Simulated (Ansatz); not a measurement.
# Cl2HISn, SMILES [Cl][SnH]([Cl])[I]: harmonic frequencies at the relaxed geometry

With Ansatz 0.2.0 through its Python package.

Notebook, run cell by cell (the value of a cell's last expression is shown):

**Cell 1**
```python
import warnings

import ansatz as az
import numpy as np
```

**Cell 2**
```python
warnings.simplefilter("ignore", az.DeckWarning)
```

**Cell 3**
```python
geometry_ang = [
    ("Cl", (0.0507, -1.3553, 1.9578)),
    ("Sn", (0.1445, -0.0437, -0.0332)),
    ("Cl", (0.4888, 2.2215, 0.4977)),
    ("I", (-2.1113, -0.2561, -1.437)),
    ("H", (1.4771, -0.6401, -1.0267)),
]
mol = az.Crystal.molecule()
for symbol, xyz in geometry_ang:
    mol = mol.atom(symbol, xyz)
```

**Cell 4**
```python
job = (
    mol.calculation()
    .basis(gaussian="def2-SVP")
    .functional("r2SCAN", dispersion="d3bj")
)
symbols = [site.symbol for site in mol.cartesian_sites]
start = np.array([site.position_ang for site in mol.cartesian_sites], dtype=float)
def progress(event):
    if event["event"] == "relax_step":
        row = event["data"]
        print(f"step {row['step']:3d}  E = {row['lagrangian_ev']:.6f} eV  largest force component {row['allowed_force_max_ev_ang']:.4f} eV/A")
```

**Cell 5**
```python
report = job.relax(force_tolerance=0.003, max_steps=100).session().plan().execute(on_event=progress).report
end = np.array(report["positions_ang"])
```
Output:
```text
step   1  E = -38993.230842 eV  largest force component 0.6749 eV/A
step   2  E = -38993.266350 eV  largest force component 0.4987 eV/A
step   3  E = -38993.288418 eV  largest force component 0.0467 eV/A
step   4  E = -38993.288611 eV  largest force component 0.0043 eV/A
step   5  E = -38993.288613 eV  largest force component 0.0005 eV/A
```

**Cell 6**
```python
print("final positions (A) and the move of each atom")
for symbol, xyz, old in zip(symbols, end, start):
    print(f"{symbol:2s} {xyz[0]:10.5f} {xyz[1]:10.5f} {xyz[2]:10.5f}   {np.linalg.norm(xyz - old):7.4f}")
```
Output:
```text
final positions (A) and the move of each atom
Cl    0.02042   -1.28990    1.90772    0.0878
Sn    0.17218   -0.06753   -0.08482    0.0632
Cl    0.49735    2.17057    0.52559    0.0587
I    -2.14746   -0.27263   -1.39678    0.0566
H     1.50732   -0.61420   -0.99311    0.0521
```

**Cell 7**
```python
# same settings at the minimum
minimum = az.Crystal.molecule()
for symbol, place in zip(symbols, end):
    minimum = minimum.atom(symbol, place.tolist())
vibrating = (
    minimum.calculation()
    .basis(gaussian="def2-SVP")
    .functional("r2SCAN", dispersion="d3bj")
    .phonons(temperatures=(298.15, 498.15, 100))
)
vib = vibrating.run().report["vibrations"]
sums = vib["harmonic_sums"]
modes = [m["omega_inv_cm"] for m in sums["modes_at_gamma"] if m["rigid_motion"] == "no"]
for number, w in enumerate(modes, start=1):
    print(f"mode {number:2d} {w:9.1f} 1/cm {w / 8065.544 * 1000:8.2f} meV")
print("imaginary modes:", sum(w < 0 for w in modes), " zero-point energy:", round(sums["zero_point_energy_ev"], 4), "eV")
print("T (K)   F_vib (eV)   S_vib (meV/K)   C_vib (meV/K)")
for row in zip(sums["temperatures_k"], sums["vibrational_free_energy_ev"], vib["entropy_ev_per_k"], vib["heat_capacity_ev_per_k"]):
    print(f"{row[0]:6.1f} {row[1]:11.4f} {1000 * row[2]:13.4f} {1000 * row[3]:15.4f}")
```
Output:
```text
mode  1      79.8 1/cm     9.90 meV
mode  2      95.2 1/cm    11.80 meV
mode  3     117.8 1/cm    14.61 meV
mode  4     212.7 1/cm    26.37 meV
mode  5     373.1 1/cm    46.26 meV
mode  6     386.4 1/cm    47.91 meV
mode  7     542.4 1/cm    67.25 meV
mode  8     557.7 1/cm    69.15 meV
mode  9    1946.0 1/cm   241.27 meV
imaginary modes: 0  zero-point energy: 0.2673 eV
T (K)   F_vib (eV)   S_vib (meV/K)   C_vib (meV/K)
 298.1      0.1667        0.6840          0.5634
 398.1      0.0895        0.8547          0.6145
 498.1     -0.0033        0.9961          0.6465
```

These settings explore the input space; basis and method may be short of convergence. The frequencies are harmonic and unscaled, in a modest basis. def2 sets replace the cores of elements past krypton by effective core potentials. A dispersion term here runs with damping parameters fitted for another variant or functional. The script silences the warnings on its input, which a real study should read. It ran for 2.6 min on 1 thread of Arm Neoverse V2 (shared host), peak memory 0.23 GiB.
